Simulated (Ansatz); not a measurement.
# BP (F-43m): scan of the energy under strain in Python

The task is a scan of the energy under strain, for BP (F-43m).

Program: the Python package of Ansatz 0.2.0. Level of theory: DFT PBE, plane waves, PAW. These are calculated values, not measurements.

**1. Starting point**

The structure is cubic, space group F-43m (No. 216). The conventional cell has a = 4.538 Å, b = 4.538 Å, c = 4.538 Å, α = 90.00°, β = 90.00°, γ = 90.00°. Around B (site symmetry -43m) lie 4 P at 1.97 Å. P (site symmetry -43m) has 4 B at 1.97 Å as nearest neighbours.

No structure file is read: the coordinates are typed or built in the script.

**2. The code**

strain_bp.py

```python
"""Energy of BP under uniaxial strain, ions carried with the cell."""

import ansatz
import numpy as np

VECTORS = np.array([
    [0.0, 2.269, 2.269],
    [2.269, 0.0, 2.269],
    [2.269, 2.269, 0.0],
])
SITES = [
    ("B", (0.0, 0.0, 0.0)),
    ("P", (0.25, 0.25, 0.25)),
]


def crystal_on(cell):
    crystal = ansatz.Crystal(lattice=ansatz.Lattice.of(cell))
    for symbol, position in SITES:
        crystal = crystal.atom(symbol, position)
    return crystal

# clamped ions: the fractional positions stay as typed
values = np.linspace(-0.01, 0.01, 5)
energies = []
for d in values:
    strain = np.diag([0, 0, d])
    cell = VECTORS @ (np.eye(3) + strain)
    model = (
        crystal_on(cell).calculation()
        .basis(38 * ansatz.Ry)
        .occupations("fermi_dirac", width=0.02)  # smearing steadies the SCF of a metal
        .kpoints(8, 8, 8)  # the mesh must be finer for metals
        .stress()  # positive in compression
    )
    report = model.run(threads=1).report
    energies.append(report["free_energy_ev"] / len(SITES))
    s = report["stress_gpa"]
    print(f"d = {d:+.4f}  stress xx yy zz xy (GPa, compression positive): {s[0][0]:8.3f} {s[1][1]:8.3f} {s[2][2]:8.3f} {s[0][1]:8.3f}")
energies = np.array(energies)

for value, e in zip(values, energies):
    print(f"strain {value:7.3f}   E - Emin = {1000 * (e - energies.min()):9.3f} meV/atom")
curvature = 2 * np.polyfit(values, energies, 3)[1]
volume = abs(np.linalg.det(VECTORS)) / len(SITES)
print(f"d2E/dd2 over the volume: {curvature / volume * 160.21766:.1f} GPa")
```

**3. The calls as engine input**

The package turns the script's settings into the engine's input (first run):

```yaml
crystal:
  lattice:
    - [0.0, 2.269, 2.2463100000000003]
    - [2.269, 0.0, 2.2463100000000003]
    - [2.269, 2.269, 0.0]
  atoms:
    - { symbol: B, position: [0.0, 0.0, 0.0] }
    - { symbol: P, position: [0.25, 0.25, 0.25] }
basis:
  ecutwfc: 517.016338673772
kpoints:
  mp_grid:
    grid: [8, 8, 8]
scf:
  occupations:
    method: fermi_dirac
    width: 0.02
output:
  stress: true
```

**4. Running it**

The run is started by

```
$ python strain_bp.py
```

**Question.** How much energy does this uniaxial strain cost, and what curvature follows?

The runs gave:

| quantity | value |
| --- | --- |
| curvature under the strain | 344.6 GPa |
| runs compared | 5 |
| range of energy | 2.20 meV/atom |
| lowest point, strain | 0.005 |

Against the unstrained cell the energy per atom changes by +2.09 meV at one end of the scan and +0.42 meV at the other, and its second derivative over the volume is 344.6 GPa. Notes:
- The curvature belongs to this strain pattern and to the cell's stress; it equals a single elastic constant only for simple patterns.
- No functional is typed, so the default, PBE, holds.
- The ions keep their fractional positions (clamped ions).
